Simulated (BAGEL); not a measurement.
# SiH2SClO2 (SMILES O[Si](O)([S])Cl) at UHF/def2-SVP (density fitting with qzvpp-jkfit)

What is the vertical doublet–quartet gap of SiH2SClO2 at UHF/def2-SVP (density fitting with qzvpp-jkfit)? 

The results are computed with BAGEL 1.2.2.

2 further runs of the same task are left out: 2 set aside as unsound or not needed.

**1. The structure to begin with**

The species is SiH2SClO2 (7 atoms), meant as a doublet with charge 0. SMILES: `O[Si](O)([S])Cl`. The shape is that of a PBE0-D4/def2-TZVP optimisation. This is one conformer, not always the lowest.

Bond lengths: O1–Si2 1.629 Å, Si2–O3 1.620 Å, Si2–S4 2.101 Å, Si2–Cl5 2.052 Å, O1–H6 0.959 Å, O3–H7 0.960 Å. Angles: O1–Si2–O3 106.1°, O1–Si2–S4 115.6°, O1–Si2–Cl5 110.3°, O3–Si2–S4 111.5°, O3–Si2–Cl5 112.0°, S4–Si2–Cl5 101.6°, Si2–O1–H6 117.9°, Si2–O3–H7 116.8°.

**2. The energy at UHF/def2-SVP (density fitting with qzvpp-jkfit)**

Input file input.json:

```json
{ "bagel" : [

{
  "title" : "molecule",
  "basis" : "svp",
  "df_basis" : "qzvpp-jkfit",
  "angstrom" : true,
  "geometry" : [
    { "atom" : "O", "xyz" : [   -0.721300,    0.390200,    1.089800 ] },
    { "atom" : "Si", "xyz" : [    0.021300,   -0.031700,   -0.297300 ] },
    { "atom" : "O", "xyz" : [    0.987900,   -1.278400,    0.072600 ] },
    { "atom" : "S", "xyz" : [   -1.252400,   -0.496200,   -1.902100 ] },
    { "atom" : "Cl", "xyz" : [    1.072800,    1.560300,   -1.054000 ] },
    { "atom" : "H", "xyz" : [   -1.337800,    1.124200,    1.063500 ] },
    { "atom" : "H", "xyz" : [    1.290700,   -1.336400,    0.981700 ] }
  ]
},
{
  "title" : "uhf",
  "nopen" : 1
},
{
  "title" : "print",
  "file" : "orbitals.molden",
  "orbitals" : true
}

]}
```

On the command line:

```console
$ BAGEL_NUM_THREADS=1 BAGEL input.json > input.out
```

Log:

```text
* using 1 threads per process

  ===============================================================
  ===============================================================

  *** Geometry ***

  { "atom" : "O", "xyz" : [     -1.363059,      0.737371,      2.059424 ] },
  { "atom" : "Si", "xyz" : [      0.040251,     -0.059904,     -0.561816 ] },
  { "atom" : "O", "xyz" : [      1.866860,     -2.415826,      0.137194 ] },
  { "atom" : "S", "xyz" : [     -2.366693,     -0.937682,     -3.594448 ] },
  { "atom" : "Cl", "xyz" : [      2.027298,      2.948540,     -1.991771 ] },
  { "atom" : "H", "xyz" : [     -2.528076,      2.124430,      2.009724 ] },
  { "atom" : "H", "xyz" : [      2.439070,     -2.525430,      1.855144 ] },

  Number of auxiliary basis functions:      574

  Since a DF basis is specified, we compute 2- and 3-index integrals:
    o Being stored without compression. Storage requirement is 0.039 GB

  Number of basis functions:       92
  Number of electrons      :       65

    * METHOD: MOLECULE                             0.34

  *** Open-shell HF ***

  === Nuclear Repulsion ===
   367.5482869487

      * DIIS with orbital gradients will be used.

  === UHF iteration (svp) ===
      0      -1296.27393178          0.03963354           0.28
      1      -1296.44029636          0.02555659           0.27
      2      -1296.49779770          0.01591055           0.27
      3      -1296.53334911          0.00073153           0.27
      4      -1296.53372120          0.00028737           0.27
      5      -1296.53379417          0.00015497           0.27
      6      -1296.53384968          0.00009723           0.27
      7      -1296.53388152          0.00004832           0.27
      8      -1296.53388853          0.00002559           0.28
      9      -1296.53389000          0.00001035           0.27
     10      -1296.53389031          0.00000637           0.27
     11      -1296.53389042          0.00000544           0.27
     12      -1296.53389051          0.00000513           0.27
     13      -1296.53389061          0.00000494           0.27
     14      -1296.53389082          0.00000463           0.27
     15      -1296.53389126          0.00000390           0.27
     16      -1296.53389192          0.00000218           0.27
     17      -1296.53389209          0.00000125           0.27
     18      -1296.53389211          0.00000086           0.27
     19      -1296.53389212          0.00000055           0.27
     20      -1296.53389212          0.00000031           0.27
     21      -1296.53389212          0.00000018           0.27
     22      -1296.53389212          0.00000012           0.27
     23      -1296.53389212          0.00000011           0.27
     24      -1296.53389212          0.00000010           0.27
     25      -1296.53389212          0.00000010           0.27
     26      -1296.53389212          0.00000010           0.27
     27      -1296.53389212          0.00000009           0.27
     28      -1296.53389212          0.00000008           0.27
     29      -1296.53389212          0.00000005           0.27
     30      -1296.53389212          0.00000004           0.27
     31      -1296.53389212          0.00000003           0.27
     32      -1296.53389212          0.00000002           0.26
     33      -1296.53389212          0.00000001           0.27
     34      -1296.53389212          0.00000001           0.27
    * SCF iteration converged.

    * S^2 (UHF) is 0.7577

    * Permanent dipole moment:
           (    0.335830,    -0.244524,    -0.804438) a.u.

    * METHOD: UHF                                  9.72

    * METHOD: PRINT                                0.02

  ===============================================================
```

Run time: 10 s. Hardware: 1 thread of Arm Neoverse V1, shared host; peak memory 0.16 GiB.

**3. The quartet**

Input file input.json:

```json
{ "bagel": [

{
  "title": "molecule",
  "basis": "svp",
  "df_basis": "qzvpp-jkfit",
  "angstrom": "true",
  "geometry": [
    { "atom": "O", "xyz": [      -0.721300,       0.390200,       1.089800 ] },
    { "atom": "Si", "xyz": [       0.021300,      -0.031700,      -0.297300 ] },
    { "atom": "O", "xyz": [       0.987900,      -1.278400,       0.072600 ] },
    { "atom": "S", "xyz": [      -1.252400,      -0.496200,      -1.902100 ] },
    { "atom": "Cl", "xyz": [       1.072800,       1.560300,      -1.054000 ] },
    { "atom": "H", "xyz": [      -1.337800,       1.124200,       1.063500 ] },
    { "atom": "H", "xyz": [       1.290700,      -1.336400,       0.981700 ] }
  ]
},

{ "title": "uhf", "nopen": 3 },

{ "title": "print", "file": "orbitals.molden", "orbitals": "true" }

]}
```

On the command line:

```console
$ BAGEL_NUM_THREADS=1 BAGEL input.json > input.out
```

Log:

```text
* using 1 threads per process

  ===============================================================
  ===============================================================

  *** Geometry ***

  { "atom" : "O", "xyz" : [     -1.363059,      0.737371,      2.059424 ] },
  { "atom" : "Si", "xyz" : [      0.040251,     -0.059904,     -0.561816 ] },
  { "atom" : "O", "xyz" : [      1.866860,     -2.415826,      0.137194 ] },
  { "atom" : "S", "xyz" : [     -2.366693,     -0.937682,     -3.594448 ] },
  { "atom" : "Cl", "xyz" : [      2.027298,      2.948540,     -1.991771 ] },
  { "atom" : "H", "xyz" : [     -2.528076,      2.124430,      2.009724 ] },
  { "atom" : "H", "xyz" : [      2.439070,     -2.525430,      1.855144 ] },

  Number of auxiliary basis functions:      574

  Since a DF basis is specified, we compute 2- and 3-index integrals:
    o Being stored without compression. Storage requirement is 0.039 GB

  Number of basis functions:       92
  Number of electrons      :       65

    * METHOD: MOLECULE                             0.34

  *** Open-shell HF ***

  === Nuclear Repulsion ===
   367.5482869487

      * DIIS with orbital gradients will be used.

  === UHF iteration (svp) ===
      0      -1295.85927410          0.04320564           0.27
      1      -1296.03522177          0.03606915           0.27
      2      -1296.15038804          0.02464092           0.27
      3      -1296.24855463          0.00155628           0.26
      4      -1296.25614595          0.00134550           0.26
      5      -1296.25882089          0.00102310           0.26
      6      -1296.26350223          0.00049267           0.26
      7      -1296.26444153          0.00030245           0.27
      8      -1296.26508413          0.00017396           0.27
      9      -1296.26523515          0.00012263           0.27
     10      -1296.26533463          0.00009993           0.27
     11      -1296.26540154          0.00007671           0.27
     12      -1296.26544641          0.00006009           0.27
     13      -1296.26547720          0.00004519           0.27
     14      -1296.26549425          0.00003482           0.27
     15      -1296.26550755          0.00002608           0.27
     16      -1296.26551280          0.00002042           0.27
     17      -1296.26551725          0.00001636           0.27
     18      -1296.26551995          0.00001319           0.27
     19      -1296.26552158          0.00001100           0.27
     20      -1296.26552239          0.00000926           0.27
     21      -1296.26552294          0.00000764           0.27
     22      -1296.26552340          0.00000637           0.27
     23      -1296.26552378          0.00000468           0.26
     24      -1296.26552390          0.00000397           0.26
     25      -1296.26552403          0.00000311           0.26
     26      -1296.26552412          0.00000218           0.26
     27      -1296.26552418          0.00000155           0.26
     28      -1296.26552420          0.00000097           0.26
     29      -1296.26552421          0.00000082           0.26
     30      -1296.26552422          0.00000063           0.26
     31      -1296.26552422          0.00000039           0.26
     32      -1296.26552422          0.00000027           0.25
     33      -1296.26552422          0.00000021           0.25
     34      -1296.26552423          0.00000016           0.26
     35      -1296.26552423          0.00000013           0.26
     36      -1296.26552423          0.00000011           0.25
     37      -1296.26552423          0.00000009           0.26
     38      -1296.26552423          0.00000006           0.25
     39      -1296.26552423          0.00000005           0.26
     40      -1296.26552423          0.00000004           0.26
     41      -1296.26552423          0.00000003           0.26
     42      -1296.26552423          0.00000002           0.26
     43      -1296.26552423          0.00000001           0.25
     44      -1296.26552423          0.00000001           0.25
    * SCF iteration converged.

    * S^2 (UHF) is 3.7627

    * Permanent dipole moment:
           (    1.025448,     0.435046,     0.255330) a.u.

    * METHOD: UHF                                 12.04

    * METHOD: PRINT                                0.02

  ===============================================================
```

Run time: 13 s. Hardware: 1 thread of Arm Neoverse V1, shared host; peak memory 0.16 GiB.

**4. Summary of results**

At UHF/def2-SVP (density fitting with qzvpp-jkfit):

| quantity | value |
| --- | --- |
| doublet: total energy | -1296.53389 Eh |
| doublet: dipole moment | 2.30 D |
| doublet: ⟨S²⟩ | 0.758 |
| quartet: total energy | -1296.26552 Eh |
| quartet: dipole moment | 2.90 D |
| quartet: ⟨S²⟩ | 3.763 |
| vertical energy of the quartet above the doublet | 7.303 eV |

In words: At this shape the quartet lies 7.30 eV (705 kJ/mol) above the doublet.
